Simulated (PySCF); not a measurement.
# C3H2BrN3: the cost of one run

Computed with PySCF 2.14.0 and routines of our own; the level stands in each step. Atoms count from 0.

### Step 1. The system as given

9 atoms, charge 0, multiplicity 1; geometry from: GFN2-xTB.

### Step 2. Relaxing the molecule at PBE/def2-SVP

Job settings and geometry (Å):

```
{"job": {"xc": "PBE", "basis": "def2-SVP", "grid": 1, "kind": "geom"}, "charge": 0, "multiplicity": 1}
Br     3.061343    -0.144143     0.013113
C      1.189440    -0.055593     0.001835
N      0.534702    -1.199057    -0.029594
C     -0.780964    -1.078013    -0.032953
N     -1.437153     0.068751    -0.008052
C     -0.675704     1.148433     0.020850
N      0.645523     1.144725     0.026389
H     -1.358726    -1.992479    -0.058342
H     -1.164900     2.113370     0.041574
```

The run is started by

```sh
$ OMP_NUM_THREADS=1 python excited_run.py task.json out
```

This one command runs all jobs of the session in turn.

Q: Estimate the wall time and peak memory of this first job on 1 thread of Arm Neoverse V1, shared host.

About 38 s, with a peak of 0.55 GiB.
